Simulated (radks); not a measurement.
# Fractional charge and spin in the 3s shell of calcium

The task here is to estimate one member of a computed series from the others.

Program: radks (a radial shooting solver on a logarithmic mesh, Libxc functionals) version 1. Level of theory: scalar-relativistic Kohn-Sham, SCAN, spin-polarised, spherical densities, finite nucleus. These are calculated values, not measurements, unless marked.

### The system

* element: calcium (Z = 20)
* configuration: [Ne] 3p6 3s(up 1, down 1)
* nuclear rms radius: 3.4776 fm

A shell typed twice in an input gives spin up, then spin down.

Set-up of the first run:

Input:

```text
Z 20
configuration [Ne] 3p6 3s1 3s1
relativity scalar-relativistic
functional scan,scan
spin polarised
nucleus finite rms 3.4776 fm
c 137.035999084
```

Among the steps run: 3s: up 1, down 1.

One table of the session follows, with a row left open; its other results are not shown here.

It belongs to the step «3s: up 1, down 1». From the orbitals of this run (lengths in bohr):

```
level      <r>  outermost maximum (interpolated)  90 % within  nodes
   1s  0.07687                            0.0503        0.137      0
   2s        ?                                 ?            ?      ?
   2p   0.3272                             0.247        0.539      0
   3s    1.154                             0.993         1.73      2
   3p    1.256                              1.05         1.93      1
```

Estimate the missing values for 2s.

The run gave: <r>: 0.3630; outermost maximum (interpolated): 0.299; 90 % within: 0.565; nodes: 1. In the column «<r>» it lies between 2p (0.3272) and 3s (1.154).
